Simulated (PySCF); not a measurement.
**BrF (bromine fluoride) at M06-L/cc-pVTZ**

Aim: the energy change on altering one bond length of BrF (bromine fluoride) at M06-L/cc-pVTZ, from 2 runs. The job is set up through a Python script.

The calculation is run with PySCF 2.14.0.

7 further runs of the same task are left out: 7 set aside as unsound or not needed.

**1. The structure to begin with**

BrF: 2 atoms, total charge 0, spin state singlet. SMILES: `FBr`. The shape is that of a GFN2-xTB optimisation.

Bond lengths: F1–Br2 1.800 Å.

**2. A single-point energy at M06-L/cc-pVTZ**

Contents of input.xyz:

```xyz
2
BrF
F      0.000000     0.000000     0.000000
Br     0.000000     0.000000     1.799940
```

Contents of input.py:

```python
from pyscf import gto, dft

system = gto.M(
    atom='input.xyz',
    max_memory=1860,
    verbose=4,
    basis='cc-pvtz',
)

ks = dft.RKS(system)
ks.xc = 'm06-l'
ks.grids.level = 5
ks.conv_tol = 1e-10
ks.kernel()
if not ks.converged:
    ks = ks.newton().run(ks.mo_coeff, ks.mo_occ)

e_final = ks.e_tot
print('Final energy', e_final)
```

Started as:

```console
$ OMP_NUM_THREADS=1 python input.py
```

What it wrote:

```text
PySCF version 2.14.0

[INPUT] num. atoms = 2
[INPUT] num. electrons = 44
[INPUT] charge = 0
[INPUT] spin (= nelec alpha-beta = 2S) = 0
[INPUT] symmetry False subgroup None
[INPUT] Mole.unit = angstrom
[INPUT] Symbol           X                Y                Z      unit          X                Y                Z       unit  Magmom
[INPUT]  1 F      0.000000000000   0.000000000000   0.000000000000 AA    0.000000000000   0.000000000000   0.000000000000 Bohr   0.0
[INPUT]  2 Br     0.000000000000   0.000000000000   1.799940000000 AA    0.000000000000   0.000000000000   3.401393640650 Bohr   0.0

nuclear repulsion = 92.6090988809627
number of shells = 19
number of NR pGTOs = 153
number of NR cGTOs = 73
basis = cc-pvtz
ecp = {}

******** <class 'pyscf.dft.rks.RKS'> ********
method = RKS
initial guess = minao
damping factor = 0
level_shift factor = 0
DIIS = <class 'pyscf.scf.diis.CDIIS'>
diis_start_cycle = 1
diis_space = 8
diis_damp = 0
SCF conv_tol = 1e-10
SCF conv_tol_grad = None
SCF max_cycles = 50
direct_scf = True
direct_scf_tol = 1e-13
XC library pyscf.dft.libxc version 7.0.0
    S. Lehtola, C. Steigemann, M. J.T. Oliveira, and M. A.L. Marques.,  SoftwareX 7, 1–5 (2018)
XC functionals = m06-l
    Y. Zhao and D. G. Truhlar.,  Theor. Chem. Acc. 120, 215 (2008)
radial grids:
    Treutler-Ahlrichs [JCP 102, 346 (1995); DOI:10.1063/1.469408] (M4) radial grids

becke partition: Becke, JCP 88, 2547 (1988); DOI:10.1063/1.454033
pruning grids: <function nwchem_prune>
grids dens level: 5
symmetrized grids: False
atomic radii adjust function: <function treutler_atomic_radii_adjust>
small_rho_cutoff = 0
Set gradient conv threshold to 1e-05
Initial guess from minao.
tot grids = 88616
init E= -2672.96174873866
  HOMO = -0.279831773974321  LUMO = -0.16698841253681  gap/eV = 3.07062
cycle= 1 E= -2673.84998836489  delta_E= -0.888  |g|= 0.568  |ddm|= 1.27
  HOMO = -0.212067535166235  LUMO = -0.123610508349527  gap/eV = 2.40704
cycle= 2 E= -2673.49628759908  delta_E= 0.354  |g|= 1.47  |ddm|= 0.916
  HOMO = -0.285221109485773  LUMO = -0.166722347498629  gap/eV = 3.22452
cycle= 3 E= -2673.9031124206  delta_E= -0.407  |g|= 0.0936  |ddm|= 0.694
  HOMO = -0.27868465883276  LUMO = -0.156237647881632  gap/eV = 3.33195
cycle= 4 E= -2673.90444384099  delta_E= -0.00133  |g|= 0.036  |ddm|= 0.0639
  HOMO = -0.281773670512  LUMO = -0.159006332450963  gap/eV = 3.34067
cycle= 5 E= -2673.90465571284  delta_E= -0.000212  |g|= 0.00386  |ddm|= 0.0207
  HOMO = -0.28113605281302  LUMO = -0.158446780456453  gap/eV = 3.33855
cycle= 6 E= -2673.90465899068  delta_E= -3.28e-06  |g|= 0.00127  |ddm|= 0.00325
  HOMO = -0.281104460723854  LUMO = -0.158416599106593  gap/eV = 3.33851
cycle= 7 E= -2673.90465935997  delta_E= -3.69e-07  |g|= 0.000358  |ddm|= 0.000968
  HOMO = -0.281148217663259  LUMO = -0.158450824821333  gap/eV = 3.33877
cycle= 8 E= -2673.90465939384  delta_E= -3.39e-08  |g|= 4.23e-05  |ddm|= 0.000309
  HOMO = -0.281138708068548  LUMO = -0.158441024460998  gap/eV = 3.33877
cycle= 9 E= -2673.90465939425  delta_E= -4.07e-10  |g|= 4.74e-06  |ddm|= 3.57e-05
  HOMO = -0.281138139470996  LUMO = -0.158440770251559  gap/eV = 3.33877
cycle= 10 E= -2673.90465939425  delta_E= 1.36e-12  |g|= 1.13e-06  |ddm|= 5.98e-06
  HOMO = -0.281137930556568  LUMO = -0.158440578519873  gap/eV = 3.33877
Extra cycle  E= -2673.90465939425  delta_E= -2.27e-12  |g|= 2.09e-06  |ddm|= 1.86e-06
converged SCF energy = -2673.90465939425
Final energy -2673.904659394251
```

Run time: 6.6 s. Hardware: 1 thread of Intel Xeon 6975P-C (Granite Rapids), shared host; peak memory 0.37 GiB.

**3. The distorted shape at the same level**

Contents of run.py:

```python
from pyscf import gto, dft

mol = gto.Mole()
mol.atom = [
    ('F', (0.000000, 0.000000, -0.899960)),
    ('Br', (0.000000, 0.000000, 1.799940)),
]
mol.verbose = 4
mol.spin = 0
mol.max_memory = 1860
mol.basis = 'cc-pvtz'
mol.build()

calc0 = dft.RKS(mol, xc='m06-l')
calc0.grids.level = 5
calc0.conv_tol = 1e-10
calc0.kernel()
if not calc0.converged:
    calc0 = calc0.newton().run(calc0.mo_coeff, calc0.mo_occ)

e_final = calc0.e_tot
print('E(%s) = %.9f' % ('M06-L', e_final))
```

Started as:

```console
$ OMP_NUM_THREADS=1 python run.py
```

What it wrote:

```text
PySCF version 2.14.0

[INPUT] num. atoms = 2
[INPUT] num. electrons = 44
[INPUT] charge = 0
[INPUT] spin (= nelec alpha-beta = 2S) = 0
[INPUT] symmetry False subgroup None
[INPUT] Mole.unit = angstrom
[INPUT] Symbol           X                Y                Z      unit          X                Y                Z       unit  Magmom
[INPUT]  1 F      0.000000000000   0.000000000000  -0.899960000000 AA    0.000000000000   0.000000000000  -1.700677923064 Bohr   0.0
[INPUT]  2 Br     0.000000000000   0.000000000000   1.799940000000 AA    0.000000000000   0.000000000000   3.401393640650 Bohr   0.0

nuclear repulsion = 61.7396279268862
number of shells = 19
number of NR pGTOs = 153
number of NR cGTOs = 73
basis = cc-pvtz
ecp = {}

******** <class 'pyscf.dft.rks.RKS'> ********
method = RKS
initial guess = minao
damping factor = 0
level_shift factor = 0
DIIS = <class 'pyscf.scf.diis.CDIIS'>
diis_start_cycle = 1
diis_space = 8
diis_damp = 0
SCF conv_tol = 1e-10
SCF conv_tol_grad = None
SCF max_cycles = 50
direct_scf = True
direct_scf_tol = 1e-13
XC library pyscf.dft.libxc version 7.0.0
    S. Lehtola, C. Steigemann, M. J.T. Oliveira, and M. A.L. Marques.,  SoftwareX 7, 1–5 (2018)
XC functionals = m06-l
    Y. Zhao and D. G. Truhlar.,  Theor. Chem. Acc. 120, 215 (2008)
radial grids:
    Treutler-Ahlrichs [JCP 102, 346 (1995); DOI:10.1063/1.469408] (M4) radial grids

becke partition: Becke, JCP 88, 2547 (1988); DOI:10.1063/1.454033
pruning grids: <function nwchem_prune>
grids dens level: 5
symmetrized grids: False
atomic radii adjust function: <function treutler_atomic_radii_adjust>
small_rho_cutoff = 0
Set gradient conv threshold to 1e-05
[... 1 set-up line as earlier in the session ...]
tot grids = 88616
init E= -2672.70711793885
  HOMO = -0.290729080516834  LUMO = -0.280665336333882  gap/eV = 0.27385
cycle= 1 E= -2673.53211970677  delta_E= -0.825  |g|= 0.935  |ddm|= 1.13

WARN: HOMO 0.0742967815177819 == LUMO 0.0742967815177847

cycle= 2 E= -2670.94834508955  delta_E= 2.58  |g|= 3.45  |ddm|=  2.7
  HOMO = -0.219139130307501  LUMO = -0.214813147534025  gap/eV = 0.11772
cycle= 3 E= -2672.89653642243  delta_E= -1.95  |g|= 1.45  |ddm|= 1.91
  HOMO = -0.297070056297482  LUMO = -0.290914712730937  gap/eV = 0.16750
cycle= 4 E= -2673.67128611061  delta_E= -0.775  |g|= 0.633  |ddm|= 1.61
  HOMO = -0.317459129549645  LUMO = -0.299924441937877  gap/eV = 0.47714
cycle= 5 E= -2673.80381297815  delta_E= -0.133  |g|= 0.08  |ddm|= 0.446
  HOMO = -0.325634420144301  LUMO = -0.310939599094159  gap/eV = 0.39987
cycle= 6 E= -2673.80282384934  delta_E= 0.000989  |g|= 0.0891  |ddm|= 0.0583
  HOMO = -0.319291523539705  LUMO = -0.304935197409756  gap/eV = 0.39066
cycle= 7 E= -2673.80231387081  delta_E= 0.00051  |g|= 0.0878  |ddm|= 0.0276
  HOMO = -0.32107965773025  LUMO = -0.305815624433258  gap/eV = 0.41536
cycle= 8 E= -2673.80437523034  delta_E= -0.00206  |g|= 0.0232  |ddm|= 0.0401
  HOMO = -0.322231109327184  LUMO = -0.30620294402582  gap/eV = 0.43615
cycle= 9 E= -2673.80453217611  delta_E= -0.000157  |g|= 0.00293  |ddm|= 0.0132
  HOMO = -0.322378698933242  LUMO = -0.306262588051531  gap/eV = 0.43854
cycle= 10 E= -2673.80453381487  delta_E= -1.64e-06  |g|= 0.00162  |ddm|= 0.0027
  HOMO = -0.322320058311237  LUMO = -0.306228079924288  gap/eV = 0.43789
cycle= 11 E= -2673.80453452149  delta_E= -7.07e-07  |g|= 6.71e-05  |ddm|= 0.000998
  HOMO = -0.322323508325524  LUMO = -0.306231196248897  gap/eV = 0.43789
cycle= 12 E= -2673.80453452162  delta_E= -1.25e-10  |g|= 6.01e-05  |ddm|= 3.39e-05
  HOMO = -0.322325059228131  LUMO = -0.306231830737181  gap/eV = 0.43792
cycle= 13 E= -2673.80453452265  delta_E= -1.03e-09  |g|= 2.08e-06  |ddm|= 3.91e-05
  HOMO = -0.322324597300655  LUMO = -0.306231378840065  gap/eV = 0.43792
cycle= 14 E= -2673.80453452264  delta_E= 7.28e-12  |g|= 2.27e-06  |ddm|= 3.35e-06
  HOMO = -0.322324764597619  LUMO = -0.306231208158779  gap/eV = 0.43793
Extra cycle  E= -2673.80453452247  delta_E= 1.72e-10  |g|= 2.6e-05  |ddm|= 1.62e-05
converged SCF energy = -2673.80453452247
E(M06-L) = -2673.804534522
```

Run time: 7.5 s. Hardware: 1 thread of Intel Xeon 6975P-C (Granite Rapids), shared host; peak memory 0.37 GiB.

**4. What came out**

At M06-L/cc-pVTZ:

| quantity | value |
| --- | --- |
| first shape: total energy | -2673.90466 Eh |
| first shape: dipole moment | 1.51 D |
| first shape: HOMO energy | -7.65 eV |
| first shape: LUMO energy | -4.31 eV |
| first shape: HOMO–LUMO gap | 3.34 eV |
| distorted shape: total energy | -2673.80453 Eh |
| distorted shape: dipole moment | 2.94 D |
| distorted shape: HOMO energy | -8.77 eV |
| distorted shape: LUMO energy | -8.33 eV |
| distorted shape: HOMO–LUMO gap | 0.44 eV |
| energy change with the F1–Br2 bond stretched from 1.800 to 2.700 Å | 2.725 eV |

What this shows: One bond (distorted shape) is far stretched, which a spin-restricted single reference describes badly; a broken-symmetry solution may lie lower. With the F1–Br2 bond stretched from 1.800 to 2.700 Å the energy rises by 2.72 eV (63 kcal/mol). The first shape isn't relaxed at this level, so the change isn't measured from a minimum. A restricted reference can't describe the breaking bond well at this length.
